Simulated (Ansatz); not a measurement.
# WCl+ (triplet): wave-function methods side by side, def2-QZVPP

An exercise on one series of results from a longer session: the logs are not shown, and one member is left open.

The runs use Ansatz 0.2.0, Gaussian basis; def2-QZVPP, core rule «outside noble gas», up to 9 orbitals frozen.

The runs, in order: UHF; ROHF; CCSD(T) on UHF.

2 further runs of the same task are left out: 2 set aside as unsound or not needed.

### The system

The geometry is a PBE0/def2-TZVP stationary point (not a proven minimum) of the parent state, kept for this charge and spin. No spin-orbit coupling is included. Elements past krypton take def2 core potentials.

2 atoms, charge 1, spin multiplicity 3.

Atoms are counted from 1 here; the program's logs count them from 0.

Bond lengths: W1–Cl2 2.244 Å.

The first run:

in.yaml

```yaml
crystal:
  periodic: [false, false, false]
  atoms:
    - {symbol: W, position_ang: [0.000000, 0.000000, 0.000000]}
    - {symbol: Cl, position_ang: [0.000000, 0.000000, 2.243923]}
basis:
  gaussian: {orbitals: "def2-QZVPP.json"}
total_charge: 1
magnetization: {spin_polarized: true, initial_magnetization: 2}
hamiltonian: {xc: hf}
output: {orbitals: {seedname: orbitals}}
```

The run is started by

```console
$ ansatz run in.yaml --threads 1 --pin off --events-out ev --progress --plain --max-ram 2560MiB --backend cpu
```

Steps of the session up to this table: UHF; ROHF; CCSD(T) on UHF.

One of the session's tables, all rows but one given; the rest of the session is left out.

```
  method  from UCCSD(T) (meV)
    ROHF             +10926.9
    UMP2                    ?
   UCCSD               +983.0
UCCSD(T)                    0
```

Estimate the missing values for UMP2.

As computed: from UCCSD(T) (meV): +2088.1. In the column «from UCCSD(T) (meV)» it lies between UCCSD (+983.0) and ROHF (+10926.9).

Left out of the table: UHF (another determinant or state than the rows shown).

The program flags UCCSD(T) as in doubt (see the logs), so the zero of the table is itself unsure.

Caveats from the session: The determinant is far from a pure spin state, so its energy mixes those of several spin states (harmless only where they are near-degenerate, as at dissociation). The program flags UCCSD(T) as in doubt, so the zero of the table is itself unsure. Warnings: spin contamination; coupled cluster took another determinant than the lowest.
